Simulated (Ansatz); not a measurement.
# Na (P6_3/mmc): relaxations under a series of pressures in Python

How does Na (P6_3/mmc) give way under pressure? A script is to give relaxations under a series of pressures; the system is Na (P6_3/mmc).

Program: the Python package of Ansatz 0.2.0. Level of theory: DFT PBEsol, plane waves, PAW. These are calculated values, not measurements.

### Step 1. The system

It takes space group P6_3/mmc (No. 194, hexagonal). Conventional cell: a = 3.700 Å, b = 3.700 Å, c = 12.537 Å, α = 90.00°, β = 90.00°, γ = 120.00°. Na (site symmetry -3m) is surrounded by 12 Na at 3.70 to 3.79 Å. Na (site symmetry -6m2) has 12 Na at 3.70 to 3.79 Å as nearest neighbours.

No structure file is read: the coordinates are typed or built in the script.

### Step 2. The script

Input file compress_na.py:

```python
"""Volume and enthalpy of Na against pressure."""

import ansatz
import numpy as np
import pandas as pd

XC = "pbesol"
KMESH = (7, 7, 2)
FILLING = "cold"
SMEARING_WIDTH = 0.1

def edges_and_angles(cell):
    cell = np.asarray(cell)
    a, b, c = np.linalg.norm(cell, axis=1)
    cosines = cell[1] @ cell[2] / (b * c), cell[0] @ cell[2] / (a * c), cell[0] @ cell[1] / (a * b)
    return (a, b, c, *np.degrees(np.arccos(cosines)))


def main() -> None:
    lattice = ansatz.Lattice.of(
        (3.700383, 0.0, 0.0),
        (-1.850192, 3.204626, 0.0),
        (0.0, 0.0, 12.537322),
    )
    sites = [
        ("Na", (0.0, 0.0, 0.0)),
        ("Na", (1 / 3, 2 / 3, 0.25)),
        ("Na", (0.0, 0.0, 0.5)),
        ("Na", (2 / 3, 1 / 3, 0.75)),
    ]
    structure = ansatz.Crystal(lattice=lattice)
    for symbol, position in sites:
        structure = structure.atom(symbol, position)

    setup = structure.calculation()
    setup = setup.functional(XC).pseudopotentials("paw")
    setup = setup.kpoints(*KMESH).occupations(FILLING, width=SMEARING_WIDTH)

    # H = F + PV, with 1 GPa A^3 = 1/160.21766 eV
    rows = []
    for pressure in [0, 10, 20, 30, 40]:
        outcome = setup.relax(cell=True, pressure=pressure).run(threads=1, pin="off")
        cell = outcome.lattice.cell_ang
        n_atoms = len(outcome.lattice.sites)
        volume = abs(np.linalg.det(cell)) / n_atoms
        enthalpy = outcome.report["free_energy_ev"] / n_atoms + pressure * volume / 160.21766
        rows.append((pressure, volume, enthalpy, *edges_and_angles(cell)))
        print(f"{pressure} GPa done: {volume:.4f} A^3/atom")

    table = pd.DataFrame(rows, columns=["P_GPa", "V_A3_atom", "H_eV_atom", "a", "b", "c", "alpha", "beta", "gamma"])
    print(table.round(4).to_string(index=False))
    p, v = np.array([row[0] for row in rows], float), np.array([row[1] for row in rows])
    print("mean bulk modulus between rows (GPa):", np.round(-np.diff(p) / np.diff(np.log(v)), 1))


if __name__ == "__main__":
    main()
```

### Step 3. The input behind the calls

The package turns the script's settings into the engine's input (first run):

```yaml
crystal:
  lattice:
    - [3.700383, 0.0, 0.0]
    - [-1.850192, 3.204626, 0.0]
    - [0.0, 0.0, 12.537322]
  atoms:
    - { symbol: Na, position: [0.0, 0.0, 0.0] }
    - { symbol: Na, position: [0.3333333333333333, 0.6666666666666666, 0.25] }
    - { symbol: Na, position: [0.0, 0.0, 0.5] }
    - { symbol: Na, position: [0.6666666666666666, 0.3333333333333333, 0.75] }
kpoints:
  mp_grid:
    grid: [7, 7, 2]
hamiltonian:
  xc: pbesol
  pseudopotentials:
    kind: paw
scf:
  occupations:
    method: cold
    width: 0.1
relax:
  cell:
    p_target: 0.0
```

### Step 4. The run

Command:

```bash
python compress_na.py
```

**Question.** How far does the cell shrink over this series of pressures, and what bulk modulus does the first step imply?

As calculated:

| quantity | value |
| --- | --- |
| bulk modulus between neighbouring pressures | 20 to 107.1 GPa |
| runs compared | 5 |
| range of energy | 1283.52 meV/atom |

In words: The crystal stiffens as it is compressed. The volume falls from 36.26 Å³ an atom at 0 GPa to 14.55 at 40 GPa, by 59.9 %. Between 0 and 10 GPa, -V dP/dV is about 20 GPa, a mean over that step. In run 1, the volume shrank by 2.4 % over 2 moves, and the space group stayed P6_3/mmc. In run 5, over 9 moves the cell shrank by 60.8 % in volume under the 40 GPa asked, and the space group stayed P6_3/mmc. At a fixed pressure a relaxation lowers the enthalpy F + PV, while F alone can rise. For a metal this k-point mesh is coarse: on a finer one energies can move by several to tens of meV an atom and pressures by half a GPa or more, differences at one mesh by less. These metals are very soft, so angles and axial ratios aren't settled by this mesh and stress tolerance. This isn't the structure that Na takes at ambient conditions. Symmetry holds the cell in this phase, so another phase that may be stable under pressure is not reached.
